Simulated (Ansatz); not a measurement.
## PbI2 in a box, plane waves

Ansatz 0.2.0, DFT PBE, spin-orbit coupling, plane waves, PAW, molecule in a box. The geometry was relaxed with Gaussian bases (TPSS; Pb def2-SVP with ECP60, I def2-SVP with ECP28).

```yaml
crystal:
  lattice:
    - [10.76, 0.0, 0.0]
    - [0.0, 9.07, 0.0]
    - [0.0, 0.0, 13.49]
  atoms:
    - { symbol: Pb, position: [0.58167937, 0.5034355, 0.49993921] }
    - { symbol: I, position: [0.41821561, 0.49614112, 0.666298] }
    - { symbol: I, position: [0.41821561, 0.49614112, 0.33358043] }
basis:
  ecutwfc: 420
  ecutrho_ratio: 4
kpoints:
  mp_grid: { grid: [1, 1, 1] }
hamiltonian:
  xc: pbe
scf:
  occupations: { method: gaussian, width: 0.01 }
output:
  forces: true
  eigenvalues: true
  populations: true
  write_density: true
  write_potential: true
  elf: true
  volumetric_format: npy
magnetization:
  noncollinear: true
  spin_orbit: true
```

Command:
```sh
ansatz run input.yaml --threads 2 --pin off --max-ram 5120MiB --backend cpu --events-out ev --progress --plain --runs-dir out
```
It took 35 s on 2 threads of Intel(R) Xeon(R) Processor @ 2.50GHz (Skylake/Cascade Lake), with other jobs on the host, peak memory 1.8 GiB.

(1) How does the SCF go?

(2) Which levels lie next to the highest filled one (eV, counted from it)?

(3) What forces are left at this geometry, relaxed with Gaussian bases (eV/Å)?

The highest of the empty levels listed lie near the vacuum level and may be states of the box.

The forces come from the other functional as well as from the basis.

No frequency check is given that shows the relaxed geometry to be a minimum.

Results:

(1) 
```
SCF iter   1: F=—  HF=-26978.354927 eV  |F-HF|=—  |Δ(HF+E_count)|=         —  Δρ=6.00e-3
preconditioner: auto → Resta (q_TF=auto, 1.571 Å⁻¹)  ε∞=1.4  [insulator: Δε(μ)=2.989 eV  Ē_g=6.438 eV  σ=0.010 eV  W_gap=1.00  n_s
spin=Noncollinear: Resta preconditioning applied to the charge; magnetization (m_x, m_y, m_z) channels mix plain (no charge-respon
SCF iter   2: F=—  HF=-26977.823926 eV  |F-HF|=—  |Δ(HF+E_count)|=   5.31e-1  Δρ=3.24e-3
SCF iter   3: F=—  HF=-26977.766717 eV  |F-HF|=—  |Δ(HF+E_count)|=   5.72e-2  Δρ=1.72e-3
SCF iter   4: F=—  HF=-26977.762587 eV  |F-HF|=—  |Δ(HF+E_count)|=   4.13e-3  Δρ=4.40e-4
SCF iter   5: F=—  HF=-26977.762723 eV  |F-HF|=—  |Δ(HF+E_count)|=   1.35e-4  Δρ=1.35e-4
SCF iter   6: F=—  HF=-26977.762681 eV  |F-HF|=—  |Δ(HF+E_count)|=   4.20e-5  Δρ=3.55e-5
SCF iter   7: F=—  HF=-26977.762729 eV  |F-HF|=—  |Δ(HF+E_count)|=   4.86e-5  Δρ=8.04e-6
SCF iter   8: F=-26977.762729 eV  HF=-26977.762729 eV  |F-HF|=3.60e-8  |Δ(HF+E_count)|=   2.11e-8  Δρ=2.20e-6
```

(2) Filled: -1.29, -1.29, -1.09, -1.09, -0.41, -0.41, -0.28, -0.28, 0.00, 0.00. Empty: 2.04, 2.04, 3.58, 3.58, 4.23, 4.23, 5.11, 5.11.

(3) 
```
Pb  -0.06  0.00  0.00
I    0.03  0.00 -0.09
I    0.03  0.00  0.09
```
